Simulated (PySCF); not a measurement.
# C3H9NOSi: the cost of one run

Computed with PySCF 2.14.0, with density-fitted response routines of our own, on a single molecule in the gas phase. Atoms are numbered from 0 throughout.

## (1) The molecule as given

15 atoms, charge 0, multiplicity 1; geometry from: GFN2-xTB.

Bonds of the start (Å): N0–C1 1.25, C1–C2 1.50, C2–C3 1.53, C3–O4 1.39, O4–Si5 1.62, N0–H6 1.02, C1–H7 1.09, C2–H8 1.09, C2–H9 1.09, C3–H10 1.10, C3–H11 1.10, Si5–H12 1.47, Si5–H13 1.47, Si5–H14 1.45.

## (2) Indirect couplings: B3LYP/pcJ-1

The job: settings as JSON, then the geometry in Å.

```
{"job": {"kind": "j", "xc": "B3LYP", "basis": "pcJ-1"}, "charge": 0, "multiplicity": 1}
N     -3.001402     0.792687     0.160214
C     -1.800730     0.596493     0.454180
C     -1.083024    -0.713079     0.613364
C      0.198208    -0.740136    -0.224348
O      1.089856     0.223108     0.243126
Si     2.527306     0.673118    -0.355024
H     -3.553422    -0.053863     0.014856
H     -1.184642     1.476245     0.614663
H     -0.807042    -0.828314     1.665033
H     -1.727821    -1.546239     0.321691
H      0.660283    -1.734179    -0.158283
H     -0.043145    -0.550769    -1.278413
H      2.397977     1.179839    -1.724772
H      3.460242    -0.458471    -0.380477
H      2.862942     1.691550     0.623724
```

With the program's defaults for keys left out, this is: B3LYP/pcJ-1 indirect spin-spin coupling, non-relativistic, gas phase.

Started as:

```console
$ OMP_NUM_THREADS=1 python probes_run.py task.json out
```

The driver reads the jobs from task.json and runs them one after another.

**Question.** How long does this job take on 1 thread of Intel Xeon at 2.50GHz, shared host, and how much memory does it need?

About 2.3 min, with a peak of 1 GiB.
